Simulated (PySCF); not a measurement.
# Ge¹⁰⁺, Ge¹¹⁺: ionisation energies in even-tempered 19s13p9d4f4g

Aim: the ionisation energy of germanium from differences of total energies, at each level of theory, and how far each lands from the tabulated value where there is one.

Method: unrestricted determinants in a Gaussian basis, no spin-orbit coupling in the energies. Code: PySCF 2.14.0.

### 1 What is computed

| Quantity | Value |
| --- | --- |
| Element | germanium (Z = 32) |
| Basis | an uncontracted even-tempered set (19 s from 0.59 bohr⁻², ratio 2.5; 13 p from 0.76 bohr⁻², ratio 2.5; 9 d from 0.76 bohr⁻², ratio 2.5; 4 f from 3.4 bohr⁻², ratio 2.7; 4 g from 5 bohr⁻², ratio 2.7) |
| Hamiltonian | scalar relativity by spin-free X2C-1e |
| State 1 | Ge¹⁰⁺: [Ar] 3d4, high-spin 5D determinant |
| State 2 | Ge¹¹⁺: [Ar] 3d3, high-spin 4F determinant |
| Needed too, but not shown | Ge¹²⁺ [Ar] 3d2 (3F) |
| Methods | r2SCAN0, M06 |

Outer shells as boxes (Hund's rule):

Ge10+ [Ar] 3d4
```
[Ar] core
3d [↑ ][↑ ][↑ ][↑ ][  ]
```

Ge11+ [Ar] 3d3
```
[Ar] core
3d [↑ ][↑ ][↑ ][  ][  ]
```

The runs were made by one driver on top of PySCF. The scripts below sum up each run's settings (the driver also hands on starting orbitals that pick excited configurations, and frozen orbitals as a list rather than a count), and the logs come from the driver's own runs. The driver starts from symmetry-adapted Hartree-Fock orbitals, holds the occupation by maximum overlap and uses a logarithmic radial grid for functionals, so a plain start would take other cycles.

The driver's launch:

```console
> OMP_NUM_THREADS=2 python atomrun2.py TASK.json OUT
```

The integrals over 167 functions and the set-up took 1.4 s of CPU time.

### 2 Ge¹⁰⁺, method by method

Level: r2SCAN0.

The input, input.py:

```python
from pyscf import gto, scf, dft, mp, cc
mol = gto.M(atom="Ge 0 0 0", charge=10, spin=4, symmetry="D2h",
            basis=gto.etbs([(0, 19, 0.59, 2.5), (1, 13, 0.76, 2.5), (2, 9, 0.76, 2.5), (3, 4, 3.4, 2.7), (4, 4, 5, 2.7)]),
            nucmod="G")
mf = dft.UKS(mol, xc="HYB_MGGA_XC_R2SCAN0").sfx2c1e()
mf.irrep_nelec = {'Ag': (4, 3), 'B1g': (1, 0), 'B2g': (1, 0), 'B3g': (1, 0), 'B1u': (2, 2), 'B2u': (2, 2), 'B3u': (2, 2)}
mf.kernel()
```

Level: M06.

input.py, as changed from the run before:

```diff
@@ -4,3 +4,3 @@
             nucmod="G")
-mf = dft.UKS(mol, xc="HYB_MGGA_XC_R2SCAN0").sfx2c1e()
+mf = dft.UKS(mol, xc="M06").sfx2c1e()
 mf.irrep_nelec = {'Ag': (4, 3), 'B1g': (1, 0), 'B2g': (1, 0), 'B3g': (1, 0), 'B1u': (2, 2), 'B2u': (2, 2), 'B3u': (2, 2)}
```

### 3 Ge¹¹⁺: the ladder of methods

Level: r2SCAN0.

The input, input.py:

```python
from pyscf import gto, scf, dft, mp, cc
mol = gto.M(atom="Ge 0 0 0", charge=11, spin=3, symmetry="D2h",
            basis=gto.etbs([(0, 19, 0.59, 2.5), (1, 13, 0.76, 2.5), (2, 9, 0.76, 2.5), (3, 4, 3.4, 2.7), (4, 4, 5, 2.7)]),
            nucmod="G")
mf = dft.UKS(mol, xc="HYB_MGGA_XC_R2SCAN0").sfx2c1e()
mf.irrep_nelec = {'Ag': (3, 3), 'B1g': (1, 0), 'B2g': (1, 0), 'B3g': (1, 0), 'B1u': (2, 2), 'B2u': (2, 2), 'B3u': (2, 2)}
mf.kernel()
```

Level: M06.

input.py, as changed from the run before:

```diff
@@ -4,3 +4,3 @@
             nucmod="G")
-mf = dft.UKS(mol, xc="HYB_MGGA_XC_R2SCAN0").sfx2c1e()
+mf = dft.UKS(mol, xc="M06").sfx2c1e()
 mf.irrep_nelec = {'Ag': (3, 3), 'B1g': (1, 0), 'B2g': (1, 0), 'B3g': (1, 0), 'B1u': (2, 2), 'B2u': (2, 2), 'B3u': (2, 2)}
```

Before running it: what results should come out?

The runs gave:

```
                quantity                                           value
ionisation energy, Ge¹⁰⁺    UHF 286.90, M06 288.58 eV; reference 286 ± 3
ionisation energy, Ge¹¹⁺  UHF 325.99, M06 327.44 eV; reference 326 ± 2.5
```

**Reading.** For the first difference the methods span 1.680 eV, from UHF (286.90) to M06 (288.58). The reference is uncertain or not like for like (spin-orbit coupling or other relativistic terms), so no ranking of close methods is drawn. The basis is finite, and no extrapolation was made.
